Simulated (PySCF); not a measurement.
**C3H5F2O2−: electronic excitations and core binding energies**

Aim: predict the electronic excitations and core binding energies of C3H5F2O2− (`[O-]CCOC(F)F`).

The runs use PySCF 2.14.0, with density-fitted response routines of our own; the level of theory stands in each step. All values are computed, except where a source is named. Atoms count from 0, in the outputs and in this text.

**1. Starting geometry**

12 atoms, charge -1, multiplicity 1; geometry from: GFN2-xTB.

Bonds of the start (Å): O0–C1 1.32, C1–C2 1.57, C2–O3 1.44, O3–C4 1.35, C4–F5 1.39, C4–F6 1.37, C1–H7 1.14, C1–H8 1.14, C2–H9 1.10, C2–H10 1.09, C4–H11 1.12.

**2. Excited states and response: B3LYP/def2-SVPD**

What the job is given:

```
{"job": {"kind": "uv", "xc": "B3LYP", "basis": "def2-SVPD", "nstates": 8, "ntriplets": 3}, "charge": -1, "multiplicity": 1}
O      1.340698     0.357915    -1.155306
C      1.328826     0.341339     0.160952
C      0.277986    -0.640591     0.783884
O     -1.079862    -0.196822     0.599084
C     -1.345369     0.188555    -0.664965
F     -2.183049    -0.732390    -1.278286
F     -2.114414     1.319561    -0.644581
H      2.315880     0.021500     0.628017
H      1.098618     1.346536     0.638231
H      0.391242    -1.628585     0.320833
H      0.389667    -0.724120     1.868227
H     -0.419025     0.346417    -1.282117
```

With the program's defaults for keys left out, this is: TDDFT B3LYP/def2-SVPD, vertical, gas phase, core orbitals frozen in the response.

**Question.** This job is followed by: delta-SCF UKS SCAN, pcX-2 on the ionised atom, pcseg-1 elsewhere, spin-free X2C. What will the session give for the following? lowest singlet (B3LYP/def2-SVPD); brightest single state of those computed; lowest triplet; C1s binding energies, SCAN/pcX-2; O1s binding energies, SCAN/pcX-2; F1s binding energies, SCAN/pcX-2.

As calculated:

| quantity | value |
| --- | --- |
| lowest singlet (B3LYP/def2-SVPD) | 3.89 eV (319 nm), f = 0.025 |
| brightest single state of those computed | state 8, 5.14 eV, f = 0.035 |
| lowest triplet | 3.79 eV |
| C1s binding energies, SCAN/pcX-2 | C4 291.37, C2 287.34, C1 286.62 eV |
| O1s binding energies, SCAN/pcX-2 | O3 534.57, O0 529.50 eV |
| F1s binding energies, SCAN/pcX-2 | F5 688.04 eV |

**Reading.** The first singlet state (HOMO→LUMO 0.92) lies at 3.89 eV and is weak; of the 8 states computed, the strongest absorption comes from state 8 at 5.14 eV (the last computed, so partners may be missing). The lowest triplet lies 0.10 eV below the lowest singlet (triplets in Tamm-Dancoff, singlets in full TDDFT). The lowest singlet lies above −ε(HOMO); no detachment energy was computed, so the anion's states may not be bound. C4 (sp3 CH bonded to 2 F and O) binds its C1s electron 4.74 eV more tightly than C1 (sp3 CH2 bonded to O). O3 (ether oxygen) binds its O1s electron 5.07 eV more tightly than O0 (oxygen bonded to C).
